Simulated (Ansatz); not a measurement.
# Cl2GeH4S: a nudged elastic band in two tries

Wanted: a band of images between two relaxed ends, and a check that the input is sound.

Program: Ansatz 0.2.0. Level of theory: RKS PBE-D4/def2-SVP. These are calculated values, not measurements.

**1. The structure to begin with**

Bond lengths: Ge1–Cl2 2.177 Å, Ge1–Cl3 2.177 Å, Ge1–H4 1.539 Å, Ge1–H5 1.545 Å, S6–H7 1.363 Å, S6–H8 1.362 Å. Angles: Cl2–Ge1–Cl3 107.6°, Cl2–Ge1–H4 109.0°, Cl2–Ge1–H5 107.0°, Cl3–Ge1–H4 108.8°, Cl3–Ge1–H5 106.9°, H4–Ge1–H5 117.1°, H7–S6–H8 90.9°.

As a file:

```xyz
8

Ge   -0.1226   -0.2777   -0.0237
Cl   -0.3447   -0.5300    2.1276
Cl    1.9851   -0.5352   -0.5042
H    -0.5477    1.1510   -0.4081
H    -0.8834   -1.4422   -0.6965
S     1.5874    2.7677    1.4854
H     2.4013    1.8391    0.9080
H     1.1146    1.8399    2.3640
```

**2. The run**

Input file input.yaml:

```yaml
crystal:
  periodic: [false, false, false]
  atoms:
    - { symbol: Ge, position_ang: [-0.122646, -0.27775, -0.023697] }
    - { symbol: Cl, position_ang: [-0.34473, -0.530037, 2.12756] }
    - { symbol: Cl, position_ang: [1.985107, -0.535166, -0.504228] }
    - { symbol: H, position_ang: [-0.547741, 1.150966, -0.40809] }
    - { symbol: H, position_ang: [-0.883445, -1.442248, -0.696492] }
    - { symbol: S, position_ang: [1.587409, 2.767682, 1.485376] }
    - { symbol: H, position_ang: [2.401261, 1.83906, 0.908047] }
    - { symbol: H, position_ang: [1.114584, 1.839895, 2.364022] }
basis:
  gaussian: { orbitals: def2-SVP }
hamiltonian:
  xc: pbe
  dispersion: d4
neb:
  order_check: false
  images: 6
  f_tol: 0.05
  max_iterations: 8
  climbing: false
  final_atoms:
    - { symbol: Ge, position_ang: [0.53612795, 0.30939608, -0.27161706] }
    - { symbol: Cl, position_ang: [-0.94206042, 0.49630551, 3.00370459] }
    - { symbol: Cl, position_ang: [1.59380904, 0.0225138, -2.15425124] }
    - { symbol: H, position_ang: [-0.85355508, 0.89891515, -0.58173045] }
    - { symbol: H, position_ang: [0.55721494, -1.03967772, 0.47446142] }
    - { symbol: S, position_ang: [1.60330713, 1.88880406, 0.94441482] }
    - { symbol: H, position_ang: [2.61300652, 1.05127482, 1.31366263] }
    - { symbol: H, position_ang: [0.08194893, 1.1848703, 2.5238533] }
  initial_path:
    images:
      - { positions_ang: [[-0.122646, -0.27775, -0.023697], [-0.34473, -0.530037, 2.12756], [1.985107, -0.535166, -0.504228], [-0.547741, 1.150966, -0.40809], [-0.883445, -1.442248, -0.696492], [1.587409, 2.767682, 1.485376], [2.401261, 1.83906, 0.908047], [1.114584, 1.839895, 2.364022]] }
      - { positions_ang: [[-0.08689043, -0.20156068, -0.01468795], [-0.253823, -0.36332377, 2.25593135], [2.01911945, -0.39552262, -0.56218857], [-0.59441709, 1.17816209, -0.44812707], [-0.8401981, -1.39662533, -0.63604368], [1.51880599, 2.55248764, 1.28285593], [2.40422918, 1.76811851, 1.10038669], [1.02297299, 1.67066616, 2.27437129]] }
      - { positions_ang: [[-0.05113486, -0.12537136, -0.00567889], [-0.16291599, -0.19661053, 2.3843027], [2.0531319, -0.25587924, -0.62014914], [-0.64109318, 1.20535818, -0.48816414], [-0.79695121, -1.35100266, -0.57559536], [1.45020299, 2.33729327, 1.08033587], [2.40719735, 1.69717701, 1.29272639], [0.93136199, 1.50143733, 2.18472058]] }
      - { positions_ang: [[-0.01537928, -0.04918205, 0.00333016], [-0.07200899, -0.0298973, 2.51267404], [2.08714435, -0.11623587, -0.67810971], [-0.68776927, 1.23255428, -0.52820121], [-0.75370431, -1.30537999, -0.51514704], [1.38159998, 2.12209891, 0.8778158], [2.41016553, 1.62623552, 1.48506608], [0.83975098, 1.33220849, 2.09506987]] }
      - { positions_ang: [[0.07873128, 0.03469597, -0.03208699], [-0.1573419, 0.11672306, 2.63783756], [2.03124465, -0.03656732, -0.91382731], [-0.73145699, 1.19654701, -0.55300699], [-0.54789575, -1.24786995, -0.34786798], [1.38387114, 1.99654492, 0.80053564], [2.44041489, 1.51369478, 1.54301117], [0.69223169, 1.23863354, 2.11790291]] }
      - { positions_ang: [[0.23119684, 0.12626267, -0.11193035], [-0.41891474, 0.24325054, 2.75979323], [1.88543278, -0.01687362, -1.32730196], [-0.77215635, 1.09733639, -0.56258148], [-0.17952552, -1.17847254, -0.07375818], [1.45701647, 1.9606313, 0.84849536], [2.49794543, 1.3595548, 1.46656166], [0.4888041, 1.22071246, 2.25321971]] }
      - { positions_ang: [[0.38366239, 0.21782937, -0.1917737], [-0.68048758, 0.36977802, 2.88174891], [1.73962091, 0.00282009, -1.7407766], [-0.81285571, 0.99812577, -0.57215596], [0.18884471, -1.10907513, 0.20035162], [1.5301618, 1.92471768, 0.89645509], [2.55547597, 1.20541481, 1.39011214], [0.28537651, 1.20279138, 2.3885365]] }
      - { positions_ang: [[0.53612795, 0.30939608, -0.27161706], [-0.94206042, 0.49630551, 3.00370459], [1.59380904, 0.0225138, -2.15425124], [-0.85355508, 0.89891515, -0.58173045], [0.55721494, -1.03967772, 0.47446142], [1.60330713, 1.88880406, 0.94441482], [2.61300652, 1.05127482, 1.31366263], [0.08194893, 1.1848703, 2.5238533]] }
  n_images: 5
```

Run with:

```bash
> ansatz run input.yaml --threads 2 --pin off --max-ram 3072MiB --backend cpu --events-out ev --progress --plain --runs-dir out
```

Q: Predict the outcome of this session. Wanted: first try.

The runs gave:

```
 quantity                                                                               value
first try                                                                             refused
    cause  one key bears a name from other programs (dt, n_images) that this one doesn't know
```

The fault in the first input was caught at the input check and cost nothing.
